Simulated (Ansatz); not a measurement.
# H3IOSSi: up Jacob's ladder to CCSD(T)

An exercise on one series of results from a longer session: the logs are not shown, and one member is left open.

The runs use Ansatz 0.2.0, Gaussian basis; functionals in def2-TZVPP, the program's frozen cores in correlated methods.

Levels to be run: LDA (SPW92), PBE-D4, revPBE-D4, BLYP-D4, r2SCAN-D4, B97M-V, PBE0-D4, B3LYP-D4, r2SCANh-D4, r2SCAN0-D4, HSE06-D4, BHLYP-D4, CAM-B3LYP-D4, LC-ωPBE, ωB97X-V, ωB97M-V, B2PLYP, PBE-QIDH; CCSD(T)/def2-SVP; CCSD(T)/def2-TZVPP; MP2/def2-QZVPP; extrapolation to the limit; RPA on PBE.

### The geometry

An earlier PBE0-D4 in a triple-zeta def2 set relaxation fixed the geometry. I takes the def2 core potential; no spin-orbit term is included.

7 atoms, charge 0, spin multiplicity 1.

Atoms are counted from 1 here; the program's logs count them from 0.

Bond lengths: O1–Si2 1.630 Å, O1–H5 0.960 Å, Si2–S3 2.129 Å, Si2–I4 2.448 Å, Si2–H6 1.473 Å, S3–H7 1.343 Å. Angles: Si2–O1–H5 117.9°, O1–Si2–S3 108.5°, O1–Si2–I4 112.5°, O1–Si2–H6 105.6°, S3–Si2–I4 109.1°, S3–Si2–H6 113.9°, I4–Si2–H6 107.2°, Si2–S3–H7 94.2°.

The first run:

File in.yaml:

```yaml
crystal:
  periodic: [false, false, false]
  atoms:
    - {symbol: O, position_ang: [0.342070, 1.649093, -0.240278]}
    - {symbol: Si, position_ang: [0.259155, 0.124387, 0.331246]}
    - {symbol: S, position_ang: [0.489026, -1.224007, -1.300808]}
    - {symbol: I, position_ang: [-1.862344, -0.339587, 1.461389]}
    - {symbol: H, position_ang: [-0.277685, 1.904951, -0.927072]}
    - {symbol: H, position_ang: [1.324173, 0.023802, 1.344391]}
    - {symbol: H, position_ang: [-0.213195, -2.206741, -0.714567]}
basis:
  gaussian: {orbitals: def2-TZVPP}
hamiltonian: {xc: lda}
output: {orbitals: {seedname: orbitals}}
```

Launch:

```
$ ansatz run in.yaml --threads 4 --pin off --events-out ev --progress --plain --max-ram 10444MiB
```

Among the steps run: LDA; PBE-D4 (GGA); revPBE-D4 (GGA); BLYP-D4 (GGA); r2SCAN-D4 (meta-GGA); B97M-V (meta-GGA); B3LYP-D4 (hybrid); r2SCANh-D4 (hybrid); r2SCAN0-D4 (hybrid); HSE06-D4 (hybrid); BHLYP-D4 (hybrid); CAM-B3LYP-D4 (range-separated); LC-ωPBE (range-separated); ωB97X-V (range-separated); ωB97M-V (range-separated); B2PLYP (double hybrid); PBE-QIDH (double hybrid).

One of the session's tables, all rows but one given; the rest of the session is left out.

It belongs to the step «Frontier levels by functional». 

```
  functional  HOMO (eV)  gap (eV)
 LDA (SPW92)          ?         ?
      PBE-D4      -6.53      4.87
   revPBE-D4      -6.48      4.90
     BLYP-D4      -6.34      4.80
   r2SCAN-D4      -6.83      5.43
      B97M-V      -6.87      5.45
     PBE0-D4      -7.71      6.90
    B3LYP-D4      -7.45      6.42
  r2SCANh-D4      -7.26      6.16
  r2SCAN0-D4      -7.91      7.25
    HSE06-D4      -7.32      6.13
    BHLYP-D4      -8.70      8.83
CAM-B3LYP-D4      -8.96      9.20
     LC-ωPBE     -10.33     11.70
     ωB97X-V      -9.98     11.25
     ωB97M-V      -9.83     10.90
```

Estimate the missing values for LDA (SPW92).

The run gave: HOMO (eV): -6.68; gap (eV): 4.80. In the column «HOMO (eV)» it lies between r2SCAN-D4 (-6.83) and PBE-D4 (-6.53).
